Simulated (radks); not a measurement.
**Polarisabilities and dispersion coefficients of Li, Be⁺, B²⁺ and others**

Aim: static dipole polarisabilities and C6 coefficients, each species in its NIST ground configuration. After each ground state the linear response is solved; its values go to the run's result record, not to the log. Response by self-consistent Sternheimer equations with the Hartree and adiabatic LDA kernel, the relativistic mass of each level held fixed and spin-orbit coupling left out.

Method: scalar-relativistic Kohn-Sham, LB94 model potential, spin-unpolarised, spherical densities, finite nucleus. Code: radks (a radial shooting solver on a logarithmic mesh, Libxc functionals) version 1.

### Step 1. What is computed

| Quantity | Value |
| --- | --- |
| species | Li ([He] 2s1), Be⁺ ([He] 2s1), B²⁺ ([He] 2s1), C³⁺ ([He] 2s1), N⁴⁺ ([He] 2s1), O⁵⁺ ([He] 2s1), F⁶⁺ ([He] 2s1), Ne⁷⁺ ([He] 2s1) |

In the logs a row gives level, spin channel, occupation and eigenvalue; Etot, Ekin, Encl (electron-nucleus), Eh (Hartree) and Exc are energies, all in hartree; err is the last residual, it the number of iterations.

LB94 adds a gradient term to the LDA potential that gives it a −1/r tail. It is a model potential with no energy functional, so Etot and Exc are not given.

### Step 2. Li, [He] 2s1

Settings of this run:

```text
Z 3
configuration [He] 2s1
relativity scalar-relativistic
functional lda,pw
model_potential LB94
spin unpolarised
nucleus finite rms 2.444 fm
c 137.035999084
response adiabatic LDA kernel
```

The program printed:

```text
1s      1   2.0000          -2.30288891
2s      1   1.0000          -0.18590671
Etot None
Ekin 7.480918521303086
Encl -17.228377819240546
Eh 4.105480625632374
Exc None
err 7.226576101017096e-10
it 14
```

Highest occupied level: 2s at -5.059 eV. The response step gives α = 130.5 bohr³ (169.0 without the induced potential) and C6 = 953.4 hartree bohr⁶.

Radial moments (bohr):

```csv
level,occupation,energy (eV),<r>,outermost maximum (interpolated),90 % within,nodes
1s,2,-62.665,0.5742,0.364,1.03,0
2s,1,-5.059,3.751,2.95,6.01,1
```

The radial density on a logarithmic grid:

```
r (bohr)  4πr²ρ (e/bohr)
  0.0167         0.04415
  0.0230         0.08062
  0.0317          0.1451
  0.0432          0.2528
  0.0595          0.4350
  0.0820          0.7220
   0.113           1.141
   0.154           1.672
   0.212           2.267
   0.293           2.729
   0.403           2.807
   0.550           2.362
   0.758           1.508
    1.04          0.6862
    1.44          0.2702
    1.96          0.2184
    2.70          0.2622
    3.72          0.2357
    5.13          0.1294
    7.01         0.03730
    9.65        0.004072
```

### Step 3. Be⁺, [He] 2s1

Settings of this run:

```text
Z 4
configuration [He] 2s1
relativity scalar-relativistic
functional lda,pw
model_potential LB94
spin unpolarised
nucleus finite rms 2.519 fm
c 137.035999084
response adiabatic LDA kernel
```

The program printed:

```text
1s      1   2.0000          -4.87874813
2s      1   1.0000          -0.64402173
Etot None
Ekin 14.327233388503396
Encl -31.966811924080663
Eh 5.873837476056021
Exc None
err 4.489297083200964e-10
it 14
```

2s is the highest filled level (-17.525 eV). The response step gives α = 19.91 bohr³ (27.09 without the induced potential) and C6 = 47.84 hartree bohr⁶.

### Step 4. B²⁺, [He] 2s1

Settings of this run:

```text
Z 5
configuration [He] 2s1
relativity scalar-relativistic
functional lda,pw
model_potential LB94
spin unpolarised
nucleus finite rms 2.406 fm
c 137.035999084
response adiabatic LDA kernel
```

The program printed:

```text
1s      1   2.0000          -8.46012994
2s      1   1.0000          -1.35469892
Etot None
Ekin 23.431443986542035
Encl -51.20696931115638
Eh 7.629013186961293
Exc None
err 2.9738178282759784e-10
it 13
```

Highest occupied level: 2s at -36.863 eV. The response step gives α = 6.488 bohr³ (8.947 without the induced potential) and C6 = 7.668 hartree bohr⁶.

### Step 5. C³⁺, [He] 2s1

Settings of this run:

```text
Z 6
configuration [He] 2s1
relativity scalar-relativistic
functional lda,pw
model_potential LB94
spin unpolarised
nucleus finite rms 2.4702 fm
c 137.035999084
response adiabatic LDA kernel
```

The program printed:

```text
1s      1   2.0000         -13.04401028
2s      1   1.0000          -2.31608648
Etot None
Ekin 34.79741805869568
Encl -74.96070499354897
Eh 9.38083555550482
Exc None
err 1.1626987704479262e-10
it 13
```

2s is the highest filled level (-63.024 eV). The response step gives α = 2.890 bohr³ (4.006 without the induced potential) and C6 = 2.016 hartree bohr⁶.

### Step 6. N⁴⁺, [He] 2s1

Settings of this run:

```text
Z 7
configuration [He] 2s1
relativity scalar-relativistic
functional lda,pw
model_potential LB94
spin unpolarised
nucleus finite rms 2.5582 fm
c 137.035999084
response adiabatic LDA kernel
```

The program printed:

```text
1s      1   2.0000         -18.63034598
2s      1   1.0000          -3.52799132
Etot None
Ekin 48.430764450294554
Encl -103.2373042384063
Eh 11.132032933188317
Exc None
err 9.276317154177458e-10
it 13
```

Highest occupied level: 2s at -96.002 eV. The response step gives α = 1.532 bohr³ (2.127 without the induced potential) and C6 = 0.7012 hartree bohr⁶.

### Step 7. O⁵⁺, [He] 2s1

Settings of this run:

```text
Z 8
configuration [He] 2s1
relativity scalar-relativistic
functional lda,pw
model_potential LB94
spin unpolarised
nucleus finite rms 2.6991 fm
c 137.035999084
response adiabatic LDA kernel
```

The program printed:

```text
1s      1   2.0000         -25.21985170
2s      1   1.0000          -4.99059139
Etot None
Ekin 64.33823799451795
Encl -136.04651363500557
Eh 12.883719221785828
Exc None
err 5.478265469841301e-10
it 13
```

Highest occupied level: 2s at -135.80 eV. The response step gives α = 0.9069 bohr³ (1.260 without the induced potential) and C6 = 0.2926 hartree bohr⁶.

### Step 8. F⁶⁺, [He] 2s1

Settings of this run:

```text
Z 9
configuration [He] 2s1
relativity scalar-relativistic
functional lda,pw
model_potential LB94
spin unpolarised
nucleus finite rms 2.8976 fm
c 137.035999084
response adiabatic LDA kernel
```

The program printed:

```text
1s      1   2.0000         -32.81357147
2s      1   1.0000          -6.70419939
Etot None
Ekin 82.52768512728744
Encl -173.39921442366966
Eh 14.636497818712275
Exc None
err 3.211793443670313e-10
it 13
```

The top filled level is 2s, -182.43 eV. The response step gives α = 0.5800 bohr³ (0.8060 without the induced potential) and C6 = 0.1387 hartree bohr⁶.

### Step 9. Ne⁷⁺, [He] 2s1

Settings of this run:

```text
Z 10
configuration [He] 2s1
relativity scalar-relativistic
functional lda,pw
model_potential LB94
spin unpolarised
nucleus finite rms 3.0055 fm
c 137.035999084
response adiabatic LDA kernel
```

The program printed:

```text
1s      1   2.0000         -41.41276800
2s      1   1.0000          -8.66920311
Etot None
Ekin 103.00806091664727
Encl -215.30765007360304
Eh 16.39077490805782
Exc None
err 2.0122990796454108e-10
it 13
```

2s is the highest filled level (-235.90 eV). The response step gives α = 0.3926 bohr³ (0.5451 without the induced potential) and C6 = 0.07226 hartree bohr⁶.

### Step 10. Results

| species | −ε(HOMO) (eV) | α (bohr³) | α uncoupled (bohr³) | C6 (hartree bohr⁶) | C8 (hartree bohr⁸) | recommended α (bohr³) |
| --- | --- | --- | --- | --- | --- | --- |
| Li | 5.059 | 130.5 | 169.0 | 953.4 | 78425 | 164.113 |
| Be⁺ | 17.525 | 19.91 | 27.09 | 47.84 | 1056 | - |
| B²⁺ | 36.863 | 6.488 | 8.947 | 7.668 | 73.13 | - |
| C³⁺ | 63.024 | 2.890 | 4.006 | 2.016 | 10.23 | - |
| N⁴⁺ | 96.002 | 1.532 | 2.127 | 0.7012 | 2.139 | - |
| O⁵⁺ | 135.80 | 0.9069 | 1.260 | 0.2926 | 0.5809 | - |
| F⁶⁺ | 182.43 | 0.5800 | 0.8060 | 0.1387 | 0.1899 | - |
| Ne⁷⁺ | 235.90 | 0.3926 | 0.5451 | 0.07226 | 0.07133 | - |

Uncoupled leaves out the potential induced by the response; C6 and C8 are for like pairs. Li is the most polarisable and Ne⁷⁺ the least, a factor 332 apart. For the pair Li–Ne⁷⁺ the Casimir-Polder integral gives C6 = 5.232, the rule 2·Ca·Cb/(Ca·αb/αa + Cb·αa/αb) on the like-pair values 5.126. Against the recommended values (Schwerdtfeger and Nagle, 2023 table) the misses are Li -21 %. C8 is given only where no p, d or f shell is open.
